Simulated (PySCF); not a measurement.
# A gas-phase reaction: F3HOSi → F2HOSi + F

Aim: the reaction energy of `O[Si](F)(F)F` → `O[Si](F)F` + `[F]`.

Programs: PySCF 2.14.0. All values are calculated, for the isolated system unless a continuum is named. Atoms count from 0, parts from 1.

### Step 1. The system as given

Each species was relaxed by itself at PBE0-D3(BJ)/def2-SVPD.

### Step 2. Energies of the species: wB97M-D3(BJ)/def2-TZVPD

What the job is given:

```
{"job": {"kind": "react", "xc": "wB97M-D3(BJ)", "basis": "def2-TZVPD"}, "charge": 0, "multiplicity": 1}
-1 F3HOSi charge 0 multiplicity 1
O      1.109530    -0.639140     0.005100
Si    -0.363650     0.034010    -0.057740
F     -1.366920    -1.050660    -0.659190
F     -0.409150     1.338860    -0.986390
F     -0.906760     0.485340     1.380900
H      1.865380    -0.147800     0.333440

+1 F2HOSi charge 0 multiplicity 2
O      1.180650     0.051140    -0.326690
Si    -0.243370     0.608590     0.273570
F     -1.429700     0.454690    -0.830450
F     -0.734790    -0.293950     1.535770
H      1.246370    -0.842480    -0.680120

+1 F charge 0 multiplicity 2
F      0.000000     0.000000     0.000000
```

Level: wB97M-D3(BJ)/def2-TZVPD reaction energy of separated species, gas phase.

Started as:

```sh
OMP_NUM_THREADS=1 python cluster_run.py task.json out
```

One launch serves the whole session: the jobs run in the order shown.

**Question.** The jobs that follow are: PBE0-D3(BJ)/def2-TZVPD reaction energy of separated species, gas phase. Predict: reaction energy (wB97M-D3(BJ)/def2-TZVPD); ΔH, ΔG at 298 K (xTB thermal terms). Thermal terms come from harmonic xTB runs on each species.

**Answer**, as computed:

```
                                                quantity                    value
               reaction energy (wB97M-D3(BJ)/def2-TZVPD)           165.3 kcal/mol
                     ΔH, ΔG at 298 K (xTB thermal terms)  +163.6, +154.3 kcal/mol
range of the reaction energy over the runs of this table  159.8 to 165.3 kcal/mol
```

In words: The reaction is endothermic by 163.6 kcal/mol in the gas phase; dispersion gives +0.58, and xTB itself gave 157.0 for the electronic energy (xTB energies and thermal terms come from the earlier relaxation of each species, not shown). No barrier was sought. The reaction energy runs from 159.8 (PBE0-D3(BJ)/def2-TZVPD) to 165.3 kcal/mol (wB97M-D3(BJ)/def2-TZVPD).
